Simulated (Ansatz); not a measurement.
# TiAl: the cost of one run

Method: DFT PBEsol, scalar-relativistic, plane waves, PAW, in Ansatz 0.2.0.

## Step 1: The starting structure

The structure is tetragonal, space group P4/mmm (No. 123). Conventional cell: a = 2.837 Å, b = 2.837 Å, c = 4.059 Å, α = 90.00°, β = 90.00°, γ = 90.00°. Ti (site symmetry 4/mmm) has 4 Ti at 2.84 Å and 8 Al at 2.85 Å as nearest neighbours. Al (site symmetry 4/mmm) is surrounded by 4 Al at 2.84 Å and 8 Ti at 2.85 Å.

Structure file:

```
CELL_PARAMETERS angstrom
0.00000 5.67460 4.05910
5.67460 0.00000 -4.05910
-5.67460 0.00000 -4.05910
ATOMIC_POSITIONS crystal
Ti 0.00000 0.25000 0.75000
Ti 0.50000 0.00000 0.50000
Ti 0.00000 0.50000 0.50000
Ti 0.00000 0.00000 0.00000
Ti 0.50000 0.75000 0.75000
Ti 0.50000 0.25000 0.25000
Ti 0.00000 0.75000 0.25000
Ti 0.50000 0.50000 0.00000
Al 0.25000 0.25000 0.50000
Al 0.75000 0.00000 0.25000
Al 0.25000 0.50000 0.25000
Al 0.25000 0.00000 0.75000
Al 0.75000 0.75000 0.50000
Al 0.75000 0.25000 0.00000
Al 0.25000 0.75000 0.00000
Al 0.75000 0.50000 0.75000
```

The cell is taken as given, not relaxed at this level.

## Step 2: Reference: the perfect supercell

File input.yaml:

```yaml
crystal:
  lattice:
    - [0.0, 5.6746, 4.0591]
    - [5.6746, 0.0, -4.0591]
    - [-5.6746, 0.0, -4.0591]
  atoms:
    - { symbol: Ti, position: [0.0, 0.25, 0.75] }
    - { symbol: Ti, position: [0.5, 0.0, 0.5] }
    - { symbol: Ti, position: [0.0, 0.5, 0.5] }
    - { symbol: Ti, position: [0.0, 0.0, 0.0] }
    - { symbol: Ti, position: [0.5, 0.75, 0.75] }
    - { symbol: Ti, position: [0.5, 0.25, 0.25] }
    - { symbol: Ti, position: [0.0, 0.75, 0.25] }
    - { symbol: Ti, position: [0.5, 0.5, 0.0] }
    - { symbol: Al, position: [0.25, 0.25, 0.5] }
    - { symbol: Al, position: [0.75, 0.0, 0.25] }
    - { symbol: Al, position: [0.25, 0.5, 0.25] }
    - { symbol: Al, position: [0.25, 0.0, 0.75] }
    - { symbol: Al, position: [0.75, 0.75, 0.5] }
    - { symbol: Al, position: [0.75, 0.25, 0.0] }
    - { symbol: Al, position: [0.25, 0.75, 0.0] }
    - { symbol: Al, position: [0.75, 0.5, 0.75] }
  symmetry: { detect: false }
basis:
  ecutwfc: 420
kpoints:
  mp_grid: { grid: [2, 2, 2], shift: [0.5, 0.5, 0.5] }
hamiltonian:
  xc: pbesol
scf:
  occupations: { method: gaussian, width: 0.1 }
output:
  forces: true
  stress: true
  eigenvalues: true
```

On the command line:

```
$ ansatz run input.yaml --threads 4 --pin off --max-ram 5120MiB --backend cpu --events-out ev --progress --plain --runs-dir out
```

**Question.** How long does this run take on 4 threads of Arm Neoverse V1, shared host, and how much memory does it need?

About 2.7 s, with a peak of 0.65 GiB.
